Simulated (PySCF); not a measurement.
# A diatomic session: TiSi+, part 2 of 2

PySCF 2.14.0; Ti def2-TZVPPD, Si def2-TZVPPD; no relativity.

### 9 BP86 (GGA)

The SCF at the reference distance, 2.427 Å, printed:

```text
******** <class 'pyscf.dft.uks_symm.SymAdaptedUKS'> ********
method = SymAdaptedUKS
initial guess = minao
damping factor = 0
level_shift factor = 0
DIIS = <class 'pyscf.scf.diis.CDIIS'>
diis_start_cycle = 1
diis_space = 10
diis_damp = 0
SCF conv_tol = 1e-09
SCF conv_tol_grad = None
SCF max_cycles = 60
direct_scf = False
max_memory 4900 MB (current use 1345 MB)
number electrons alpha = 20  beta = 15
XC library pyscf.dft.libxc version 7.0.0
    S. Lehtola, C. Steigemann, M. J.T. Oliveira, and M. A.L. Marques.,  SoftwareX 7, 1–5 (2018)
XC functionals = B88,P86
    A. D. Becke.,  Phys. Rev. A 38, 3098 (1988)
    J. P. Perdew.,  Phys. Rev. B 33, 8822 (1986)
small_rho_cutoff = 0
Set gradient conv threshold to 3.16228e-05
init E= -1138.69411869087
cycle= 1 E= -1138.68175389743  delta_E= 0.0124  |g|= 0.16  |ddm|= 0.263
cycle= 2 E= -1138.39411888172  delta_E= 0.288  |g|= 0.646  |ddm|= 0.804
cycle= 3 E= -1138.69771582618  delta_E= -0.304  |g|= 0.0351  |ddm|= 0.653
cycle= 4 E= -1138.69824608567  delta_E= -0.00053  |g|= 0.0244  |ddm|= 0.0638
cycle= 5 E= -1138.69849602954  delta_E= -0.00025  |g|= 0.0115  |ddm|= 0.0145
cycle= 6 E= -1138.6985896766  delta_E= -9.36e-05  |g|= 0.000669  |ddm|= 0.0108
cycle= 7 E= -1138.69858978286  delta_E= -1.06e-07  |g|= 0.000387  |ddm|= 0.000895
cycle= 8 E= -1138.69858989727  delta_E= -1.14e-07  |g|= 0.000105  |ddm|= 0.000609
cycle= 9 E= -1138.69858990541  delta_E= -8.14e-09  |g|= 1.61e-05  |ddm|= 0.000164
cycle= 10 E= -1138.69858990558  delta_E= -1.71e-10  |g|= 8.41e-06  |ddm|= 3.41e-05
Extra cycle  E= -1138.69858990312  delta_E= 2.46e-09  |g|= 6.21e-05  |ddm|= 6.49e-05
converged SCF energy = -1138.69858990312  <S^2> = 8.7508616  2S+1 = 6.0002872
```

Re = 2.454 Å, ωe = 333 cm⁻¹, ωexe = 1.53 cm⁻¹, αe = 0.000956 cm⁻¹, Be = 0.1584 cm⁻¹, De = 3.04 eV, μ = -1.96 D. 19 s of CPU time for 12 points, integrals apart.

### 10 MN15 (hybrid meta-GGA)

Log of the SCF at 2.427 Å:

```text
******** <class 'pyscf.dft.uks_symm.SymAdaptedUKS'> ********
method = SymAdaptedUKS
initial guess = minao
damping factor = 0
level_shift factor = 0
DIIS = <class 'pyscf.scf.diis.CDIIS'>
diis_start_cycle = 1
diis_space = 10
diis_damp = 0
SCF conv_tol = 1e-09
SCF conv_tol_grad = None
SCF max_cycles = 60
direct_scf = False
max_memory 4900 MB (current use 1345 MB)
number electrons alpha = 20  beta = 15
XC library pyscf.dft.libxc version 7.0.0
    S. Lehtola, C. Steigemann, M. J.T. Oliveira, and M. A.L. Marques.,  SoftwareX 7, 1–5 (2018)
XC functionals = MN15
    H. S. Yu, X. He, S. L. Li, and D. G. Truhlar.,  Chem. Sci. 7, 5032-5051 (2016)
    H. S. Yu, X. He, S. L. Li, and D. G. Truhlar.,  Chem. Sci. 7, 5032-5051 (2016)
small_rho_cutoff = 0
Set gradient conv threshold to 3.16228e-05
init E= -1138.40102789419
cycle= 1 E= -1138.41979035821  delta_E= -0.0188  |g|= 0.0358  |ddm|= 0.388
cycle= 2 E= -1138.41804421997  delta_E= 0.00175  |g|= 0.0693  |ddm|= 0.113
cycle= 3 E= -1138.42026925301  delta_E= -0.00223  |g|= 0.00989  |ddm|= 0.0701
cycle= 4 E= -1138.42032687753  delta_E= -5.76e-05  |g|= 0.00165  |ddm|= 0.0177
cycle= 5 E= -1138.42033081928  delta_E= -3.94e-06  |g|= 0.000662  |ddm|= 0.00445
cycle= 6 E= -1138.4203318856  delta_E= -1.07e-06  |g|= 0.000342  |ddm|= 0.00337
cycle= 7 E= -1138.42033201994  delta_E= -1.34e-07  |g|= 7.25e-05  |ddm|= 0.00112
cycle= 8 E= -1138.4203320316  delta_E= -1.17e-08  |g|= 2.07e-05  |ddm|= 0.000326
cycle= 9 E= -1138.42033203355  delta_E= -1.95e-09  |g|= 1.19e-05  |ddm|= 0.000118
cycle= 10 E= -1138.42033203427  delta_E= -7.14e-10  |g|= 5.55e-06  |ddm|= 9.41e-05
Extra cycle  E= -1138.42033203432  delta_E= -5.43e-11  |g|= 5.2e-06  |ddm|= 2.17e-05
converged SCF energy = -1138.42033203432  <S^2> = 8.7516251  2S+1 = 6.0005417
```

Re = 2.391 Å, ωe = 373 cm⁻¹, ωexe = 1.41 cm⁻¹, αe = 0.000875 cm⁻¹, Be = 0.1669 cm⁻¹, De = 2.83 eV, μ = -2.93 D.

### 11 TPSSh

The SCF at the reference distance, 2.427 Å, printed:

```text
******** <class 'pyscf.dft.uks_symm.SymAdaptedUKS'> ********
method = SymAdaptedUKS
initial guess = minao
damping factor = 0
level_shift factor = 0
DIIS = <class 'pyscf.scf.diis.CDIIS'>
diis_start_cycle = 1
diis_space = 10
diis_damp = 0
SCF conv_tol = 1e-09
SCF conv_tol_grad = None
SCF max_cycles = 60
direct_scf = False
max_memory 4900 MB (current use 1347 MB)
number electrons alpha = 20  beta = 15
XC library pyscf.dft.libxc version 7.0.0
    S. Lehtola, C. Steigemann, M. J.T. Oliveira, and M. A.L. Marques.,  SoftwareX 7, 1–5 (2018)
XC functionals = TPSSH
    V. N. Staroverov, G. E. Scuseria, J. Tao, and J. P. Perdew.,  J. Chem. Phys. 119, 12129 (2003)
small_rho_cutoff = 0
Set gradient conv threshold to 3.16228e-05
init E= -1138.59918323585
cycle= 1 E= -1138.59965973902  delta_E= -0.000477  |g|= 0.0143  |ddm|= 0.0946
cycle= 2 E= -1138.59823118125  delta_E= 0.00143  |g|= 0.0514  |ddm|= 0.0571
cycle= 3 E= -1138.59975965759  delta_E= -0.00153  |g|= 0.00466  |ddm|= 0.0508
cycle= 4 E= -1138.59977742032  delta_E= -1.78e-05  |g|= 0.000923  |ddm|= 0.0068
cycle= 5 E= -1138.59977874153  delta_E= -1.32e-06  |g|= 0.00028  |ddm|= 0.00264
cycle= 6 E= -1138.59977882814  delta_E= -8.66e-08  |g|= 9.95e-05  |ddm|= 0.000669
cycle= 7 E= -1138.59977883744  delta_E= -9.3e-09  |g|= 2.91e-05  |ddm|= 0.00023
cycle= 8 E= -1138.5997788381  delta_E= -6.63e-10  |g|= 8.18e-06  |ddm|= 5.51e-05
Extra cycle  E= -1138.59977883733  delta_E= 7.75e-10  |g|= 3.67e-05  |ddm|= 4.85e-05
converged SCF energy = -1138.59977883733  <S^2> = 8.7514649  2S+1 = 6.0004883
```

Re = 2.438 Å, ωe = 353 cm⁻¹, ωexe = 1.40 cm⁻¹, αe = 0.000857 cm⁻¹, Be = 0.1605 cm⁻¹, De = 2.67 eV, μ = -2.92 D. 87 s of CPU time for 12 points, integrals apart.

### 12 B97-3

Output of the SCF at 2.427 Å:

```text
******** <class 'pyscf.dft.uks_symm.SymAdaptedUKS'> ********
method = SymAdaptedUKS
initial guess = minao
damping factor = 0
level_shift factor = 0
DIIS = <class 'pyscf.scf.diis.CDIIS'>
diis_start_cycle = 1
diis_space = 10
diis_damp = 0
SCF conv_tol = 1e-09
SCF conv_tol_grad = None
SCF max_cycles = 60
direct_scf = False
max_memory 4900 MB (current use 1347 MB)
number electrons alpha = 20  beta = 15
XC library pyscf.dft.libxc version 7.0.0
    S. Lehtola, C. Steigemann, M. J.T. Oliveira, and M. A.L. Marques.,  SoftwareX 7, 1–5 (2018)
XC functionals = HYB_GGA_XC_B97_3
    T. W. Keal and D. J. Tozer.,  J. Chem. Phys. 123, 121103 (2005)
small_rho_cutoff = 0
Set gradient conv threshold to 3.16228e-05
init E= -1138.41202559125
cycle= 1 E= -1138.41304558792  delta_E= -0.00102  |g|= 0.00619  |ddm|=  0.2
cycle= 2 E= -1138.41308261608  delta_E= -3.7e-05  |g|= 0.00498  |ddm|= 0.0355
cycle= 3 E= -1138.41307848451  delta_E= 4.13e-06  |g|= 0.00645  |ddm|= 0.0119
cycle= 4 E= -1138.41310410965  delta_E= -2.56e-05  |g|= 0.00104  |ddm|= 0.00779
cycle= 5 E= -1138.4131056022  delta_E= -1.49e-06  |g|= 0.000383  |ddm|= 0.00288
cycle= 6 E= -1138.41310591273  delta_E= -3.11e-07  |g|= 0.000112  |ddm|= 0.00166
cycle= 7 E= -1138.41310595105  delta_E= -3.83e-08  |g|= 4.58e-05  |ddm|= 0.000643
cycle= 8 E= -1138.41310595893  delta_E= -7.87e-09  |g|= 1.59e-05  |ddm|= 0.000285
cycle= 9 E= -1138.41310596028  delta_E= -1.35e-09  |g|= 1.1e-05  |ddm|= 0.000143
cycle= 10 E= -1138.4131059604  delta_E= -1.26e-10  |g|= 1.73e-06  |ddm|= 3.21e-05
Extra cycle  E= -1138.4131059604  delta_E= 7.5e-12  |g|= 4.41e-06  |ddm|= 8.88e-06
converged SCF energy = -1138.4131059604  <S^2> = 8.7519364  2S+1 = 6.0006454
```

Re = 2.435 Å, ωe = 354 cm⁻¹, ωexe = 1.36 cm⁻¹, αe = 0.000858 cm⁻¹, Be = 0.1609 cm⁻¹, De = 2.32 eV, μ = -3.11 D. 42 s of CPU time for 12 points, integrals apart.

### 13 LC-ωPBE

The SCF at the reference distance, 2.427 Å, printed:

```text
******** <class 'pyscf.dft.uks_symm.SymAdaptedUKS'> ********
method = SymAdaptedUKS
initial guess = minao
damping factor = 0
level_shift factor = 0
DIIS = <class 'pyscf.scf.diis.CDIIS'>
diis_start_cycle = 1
diis_space = 10
diis_damp = 0
SCF conv_tol = 1e-09
SCF conv_tol_grad = None
SCF max_cycles = 60
direct_scf = False
max_memory 4900 MB (current use 1347 MB)
number electrons alpha = 20  beta = 15
XC library pyscf.dft.libxc version 7.0.0
    S. Lehtola, C. Steigemann, M. J.T. Oliveira, and M. A.L. Marques.,  SoftwareX 7, 1–5 (2018)
XC functionals = LC_WPBE
    O. A. Vydrov and G. E. Scuseria.,  J. Chem. Phys. 125, 234109 (2006)
small_rho_cutoff = 0
Set gradient conv threshold to 3.16228e-05
init E= -1138.26854079163
cycle= 1 E= -1138.27162403972  delta_E= -0.00308  |g|= 0.0203  |ddm|= 0.119
cycle= 2 E= -1138.27206159921  delta_E= -0.000438  |g|= 0.018  |ddm|= 0.0409
cycle= 3 E= -1138.2722546278  delta_E= -0.000193  |g|= 0.00631  |ddm|= 0.0234
cycle= 4 E= -1138.27237047177  delta_E= -0.000116  |g|= 0.00307  |ddm|= 0.021
cycle= 5 E= -1138.27241342297  delta_E= -4.3e-05  |g|= 0.00152  |ddm|= 0.0171
cycle= 6 E= -1138.27242926697  delta_E= -1.58e-05  |g|= 0.000908  |ddm|= 0.0131
cycle= 7 E= -1138.27243367147  delta_E= -4.4e-06  |g|= 0.00031  |ddm|= 0.00838
cycle= 8 E= -1138.27243421115  delta_E= -5.4e-07  |g|= 0.000141  |ddm|= 0.00305
cycle= 9 E= -1138.27243429689  delta_E= -8.57e-08  |g|= 5.83e-05  |ddm|= 0.000833
cycle= 10 E= -1138.27243431655  delta_E= -1.97e-08  |g|= 3.88e-05  |ddm|= 0.000344
cycle= 11 E= -1138.27243432208  delta_E= -5.53e-09  |g|= 9.79e-06  |ddm|= 0.00023
cycle= 12 E= -1138.27243432258  delta_E= -5.06e-10  |g|= 4.5e-06  |ddm|= 5.27e-05
Extra cycle  E= -1138.27243432263  delta_E= -5.09e-11  |g|= 3.35e-06  |ddm|= 8.87e-06
converged SCF energy = -1138.27243432263  <S^2> = 8.7544975  2S+1 = 6.001499
```

Re = 2.380 Å, ωe = 397 cm⁻¹, ωexe = 1.17 cm⁻¹, αe = 0.000734 cm⁻¹, Be = 0.1685 cm⁻¹, De = 2.30 eV, μ = -3.61 D.

### 14 UHF

The SCF at the reference distance, 2.427 Å, printed:

```text
******** <class 'pyscf.scf.uhf_symm.SymAdaptedUHF'> ********
method = SymAdaptedUHF
initial guess = minao
damping factor = 0
level_shift factor = 0
DIIS = <class 'pyscf.scf.diis.CDIIS'>
diis_start_cycle = 1
diis_space = 10
diis_damp = 0
SCF conv_tol = 1e-09
SCF conv_tol_grad = None
SCF max_cycles = 60
direct_scf = False
max_memory 4900 MB (current use 1526 MB)
number electrons alpha = 20  beta = 15
Overwritten attributes  get_jk get_k get_j get_hcore get_occ  of <class 'pyscf.scf.uhf_symm.SymAdaptedUHF'>
<class 'pyscf.scf.uhf_symm.SymAdaptedUHF'> does not have attributes  refdm
Set gradient conv threshold to 3.16228e-05
init E= -1137.03524189183
cycle= 1 E= -1137.05842972264  delta_E= -0.0232  |g|= 0.0881  |ddm|= 0.244
cycle= 2 E= -1137.06496804058  delta_E= -0.00654  |g|= 0.0477  |ddm|= 0.138
cycle= 3 E= -1137.06750215183  delta_E= -0.00253  |g|= 0.0263  |ddm|= 0.0554
cycle= 4 E= -1137.07006567681  delta_E= -0.00256  |g|= 0.0119  |ddm|= 0.0844
cycle= 5 E= -1137.07078380614  delta_E= -0.000718  |g|= 0.00629  |ddm|= 0.0523
cycle= 6 E= -1137.07101811572  delta_E= -0.000234  |g|= 0.00354  |ddm|= 0.0343
cycle= 7 E= -1137.07109318762  delta_E= -7.51e-05  |g|= 0.0021  |ddm|= 0.0179
cycle= 8 E= -1137.07112887315  delta_E= -3.57e-05  |g|= 0.00107  |ddm|= 0.0144
cycle= 9 E= -1137.07113854698  delta_E= -9.67e-06  |g|= 0.000398  |ddm|= 0.0104
cycle= 10 E= -1137.07113935034  delta_E= -8.03e-07  |g|= 0.00014  |ddm|= 0.00298
cycle= 11 E= -1137.07113940782  delta_E= -5.75e-08  |g|= 4.93e-05  |ddm|= 0.000624
cycle= 12 E= -1137.07113941851  delta_E= -1.07e-08  |g|= 2.84e-05  |ddm|= 0.000261
cycle= 13 E= -1137.07113942317  delta_E= -4.66e-09  |g|= 1.43e-05  |ddm|= 0.000234
cycle= 14 E= -1137.07113942433  delta_E= -1.16e-09  |g|= 3.74e-06  |ddm|= 0.000162
cycle= 15 E= -1137.07113942439  delta_E= -5.68e-11  |g|= 1.13e-06  |ddm|= 3e-05
Extra cycle  E= -1137.07113942439  delta_E= -3.18e-12  |g|= 5.9e-07  |ddm|= 2.48e-06
converged SCF energy = -1137.07113942439  <S^2> = 8.7590536  2S+1 = 6.0030171
```

Re = 2.512 Å, ωe = 333 cm⁻¹, ωexe = 2.21 cm⁻¹, αe = 0.000905 cm⁻¹, Be = 0.1512 cm⁻¹, De = 0.74 eV, μ = -5.82 D. 37 s of CPU time for 12 points, integrals apart.

### 15 Correlated methods on the Hartree–Fock reference

Reference: UHF; core orbitals frozen: 10.

Log of the coupled-cluster run at 2.427 Å:

```text
******** <class 'pyscf.cc.uccsd.UCCSD'> ********
CC2 = 0
CCSD nocc = (np.int64(10), np.int64(5)), nmo = (105, 105)
frozen orbitals [[0, 1, 2, 3, 4, 5, 6, 7, 8, 9], [0, 1, 2, 3, 4, 5, 6, 7, 8, 9]]
max_cycle = 80
direct = 0
conv_tol = 1e-07
conv_tol_normt = 1e-05
diis_space = 8
diis_start_cycle = 0
diis_start_energy_diff = 1e+09
max_memory 4900 MB (current use 2037 MB)
Init t2, MP2 energy = -0.344826228629224
Init E_corr(UCCSD) = -0.344826228629748
cycle = 1  E_corr(UCCSD) = -0.369479805417902  dE = -0.0246535768  norm(t1,t2) = 0.11149
cycle = 2  E_corr(UCCSD) = -0.379981972988145  dE = -0.0105021676  norm(t1,t2) = 0.0451059
cycle = 3  E_corr(UCCSD) = -0.380903761808756  dE = -0.000921788821  norm(t1,t2) = 0.0448686
cycle = 4  E_corr(UCCSD) = -0.387959840205819  dE = -0.0070560784  norm(t1,t2) = 0.0358368
cycle = 5  E_corr(UCCSD) = -0.387992734080039  dE = -3.28938742e-05  norm(t1,t2) = 0.0160239
cycle = 6  E_corr(UCCSD) = -0.388471614885714  dE = -0.000478880806  norm(t1,t2) = 0.00686318
cycle = 7  E_corr(UCCSD) = -0.388903251791984  dE = -0.000431636906  norm(t1,t2) = 0.00349259
cycle = 8  E_corr(UCCSD) = -0.38894879402206  dE = -4.55422301e-05  norm(t1,t2) = 0.0015708
cycle = 9  E_corr(UCCSD) = -0.388926199513784  dE = 2.25945083e-05  norm(t1,t2) = 0.000900758
cycle = 10  E_corr(UCCSD) = -0.388944970926625  dE = -1.87714128e-05  norm(t1,t2) = 0.0005176
cycle = 11  E_corr(UCCSD) = -0.388950888387858  dE = -5.91746123e-06  norm(t1,t2) = 0.000319456
cycle = 12  E_corr(UCCSD) = -0.388947732163554  dE = 3.1562243e-06  norm(t1,t2) = 0.000107516
cycle = 13  E_corr(UCCSD) = -0.388947151633557  dE = 5.80529997e-07  norm(t1,t2) = 4.80436e-05
cycle = 14  E_corr(UCCSD) = -0.388948009421593  dE = -8.57788037e-07  norm(t1,t2) = 2.15093e-05
cycle = 15  E_corr(UCCSD) = -0.38894876349182  dE = -7.54070226e-07  norm(t1,t2) = 6.7082e-06
cycle = 16  E_corr(UCCSD) = -0.388949016189362  dE = -2.52697542e-07  norm(t1,t2) = 3.5118e-06
cycle = 17  E_corr(UCCSD) = -0.388948996878994  dE = 1.93103671e-08  norm(t1,t2) = 1.89967e-06
UCCSD converged
E(UCCSD) = -1137.460088421274  E_corr = -0.3889489968789944
UCCSD(T) correction = -0.017409423603938
```

Correlation energy (eV) along the bond:

| R (Å) | MP2 | SCS-MP2 | CCSD | CCSD(T) | T1 |
| --- | --- | --- | --- | --- | --- |
| 2.087 | -9.867 | -8.999 | n/a | n/a | n/a |
| 2.184 | -9.709 | -8.890 | -10.803 | -11.264 | 0.049 |
| 2.281 | -9.565 | -8.791 | -10.709 | -11.175 | 0.053 |
| 2.354 | -9.469 | -8.725 | -10.644 | -11.113 | 0.055 |
| 2.427 | -9.383 | -8.665 | -10.584 | -11.058 | 0.058 |
| 2.500 | -9.307 | -8.612 | -10.528 | -11.007 | 0.060 |
| 2.597 | -9.217 | -8.550 | -10.460 | -10.947 | 0.063 |
| 2.718 | -9.116 | -8.481 | -10.380 | -10.877 | 0.066 |
| 2.864 | -8.989 | -8.398 | -10.274 | -10.774 | 0.070 |
| 3.058 | -8.802 | -8.283 | n/a | n/a | n/a |

UHF-MP2: Re = 2.381 Å, ωe = 379 cm⁻¹, ωexe = 1.17 cm⁻¹, αe = 0.000824 cm⁻¹, Be = 0.1683 cm⁻¹, De = 1.75 eV.

UHF-SCS-MP2: Re = 2.421 Å, ωe = 365 cm⁻¹, ωexe = 1.36 cm⁻¹, αe = 0.000813 cm⁻¹, Be = 0.1629 cm⁻¹, De = 1.37 eV.

UHF-CCSD: Re = 2.418 Å, ωe = 374 cm⁻¹, ωexe = 1.26 cm⁻¹, αe = 0.000788 cm⁻¹, Be = 0.1632 cm⁻¹, De = 1.80 eV.

UHF-CCSD(T): Re = 2.425 Å, ωe = 365 cm⁻¹, ωexe = 1.25 cm⁻¹, αe = 0.000844 cm⁻¹, Be = 0.1622 cm⁻¹, De = 2.04 eV.

### 16 The curves together

Energy (eV) from each level's lowest point:

| R (Å) | UHF | UHF-MP2 | UHF-SCS-MP2 | UHF-CCSD | UHF-CCSD(T) | PBE | BP86 | r²SCAN | TPSSh | PBE0 | r²SCAN0 | B97-3 | MN15 | LC-ωPBE |
| --- | --- | --- | --- | --- | --- | --- | --- | --- | --- | --- | --- | --- | --- | --- |
| 2.087 | 1.087 | 0.580 | 0.725 | n/a | n/a | 0.782 | 0.786 | 0.773 | 0.773 | 0.720 | 0.722 | 0.762 | 0.610 | 0.617 |
| 2.184 | 0.575 | 0.227 | 0.322 | 0.328 | 0.340 | 0.369 | 0.372 | 0.358 | 0.357 | 0.320 | 0.320 | 0.350 | 0.246 | 0.243 |
| 2.281 | 0.253 | 0.049 | 0.099 | 0.099 | 0.107 | 0.130 | 0.132 | 0.121 | 0.120 | 0.099 | 0.098 | 0.116 | 0.057 | 0.052 |
| 2.354 | 0.108 | 0.000 | 0.020 | 0.019 | 0.024 | 0.037 | 0.038 | 0.032 | 0.031 | 0.021 | 0.020 | 0.029 | 0.001 | 0.000 |
| 2.427 | 0.028 | 0.006 | 0.000 | 0.000 | 0.000 | 0.000 | 0.000 | 0.000 | 0.000 | 0.000 | 0.000 | 0.000 | 0.000 | 0.007 |
| 2.500 | 0.000 | 0.054 | 0.025 | 0.027 | 0.022 | 0.006 | 0.004 | 0.013 | 0.014 | 0.023 | 0.025 | 0.016 | 0.041 | 0.061 |
| 2.597 | 0.023 | 0.166 | 0.109 | 0.118 | 0.105 | 0.063 | 0.059 | 0.080 | 0.083 | 0.105 | 0.110 | 0.088 | 0.144 | 0.186 |
| 2.718 | 0.115 | 0.360 | 0.271 | 0.291 | 0.268 | 0.186 | 0.179 | 0.220 | 0.227 | 0.261 | 0.272 | 0.234 | 0.323 | 0.403 |
| 2.864 | 0.268 | 0.640 | 0.507 | 0.550 | 0.524 | 0.378 | 0.366 | 0.432 | 0.446 | 0.495 | 0.513 | 0.458 | 0.579 | 0.714 |
| 3.058 | 0.455 | 1.014 | 0.810 | n/a | n/a | 0.660 | 0.642 | 0.741 | 0.766 | 0.834 | 0.862 | 0.788 | 0.943 | 1.162 |

The whole job (state search and all levels along the bond) took 23 min on 2 threads of Arm Neoverse V2 (shared host), peak memory 7.9 GiB.

### 17 What came out

This closing draws on all 2 parts.

Lowest PBE0 solution found, without spin–orbit coupling: ⁶Δ (sextet), unpaired electrons σ ↑↑, π ↑↑, δ ↑. State 2 has its PBE0 minimum 0.18 eV higher. State 3 has its PBE0 minimum 0.28 eV higher, as a spin-mixed determinant (⟨S²⟩ = 4.33), so this is no gap between pure states. State 4 has its PBE0 minimum 0.43 eV higher. The other levels ran on the lowest alone.

| level | Re (Å) | ωe (cm⁻¹) | De (eV) | μ (D) |
| --- | --- | --- | --- | --- |
| UHF | 2.512 | 333 | 0.74 | -5.82 |
| UHF-MP2 | 2.381 | 379 | 1.75 | n/a |
| UHF-SCS-MP2 | 2.421 | 365 | 1.37 | n/a |
| UHF-CCSD | 2.418 | 374 | 1.80 | n/a |
| UHF-CCSD(T) | 2.425 | 365 | 2.04 | n/a |
| PBE | 2.452 | 336 | 3.09 | -2.03 |
| BP86 | 2.454 | 333 | 3.04 | -1.96 |
| r²SCAN | 2.440 | 350 | 2.85 | -2.63 |
| TPSSh | 2.438 | 353 | 2.67 | -2.92 |
| PBE0 | 2.422 | 360 | 2.47 | -2.94 |
| r²SCAN0 | 2.420 | 365 | 2.34 | -3.30 |
| B97-3 | 2.435 | 354 | 2.32 | -3.11 |
| MN15 | 2.391 | 373 | 2.83 | -2.93 |
| LC-ωPBE | 2.380 | 397 | 2.30 | -3.61 |

De is counted to Ti+ + Si in their ground configurations. A positive dipole points from Ti to Si; in an ion it is taken about the centre of mass and does not tell which atom is negative.

Time per point (s) on 2 threads of Arm Neoverse V2, shared host (CPU time, shared integrals of 0.91 s apart; correlated levels include their reference; CCSD comes with the CCSD(T) run); the times are rough: UHF 3.1, UHF-MP2 5.2, UHF-SCS-MP2 5.2, UHF-CCSD(T) 210, PBE 2.5, BP86 1.6, r²SCAN 8.3, TPSSh 7.3, PBE0 6.5, r²SCAN0 5.4, B97-3 3.5, MN15 5.7, LC-ωPBE 5.

**Reading.** Bond lengths run from 2.380 Å (LC-ωPBE) to 2.512 Å (UHF). Of the levels with a De here, UHF gives the least (0.74 eV) and PBE the most (3.09 eV).

Correlated steps freeze 10 core orbitals. The state is the lowest single determinant that the PBE0 search found; with open d or f shells the true ground state can be another one. T1 is 0.058 near the minimum (highest on the curve 0.070), which may point to more than one leading configuration.
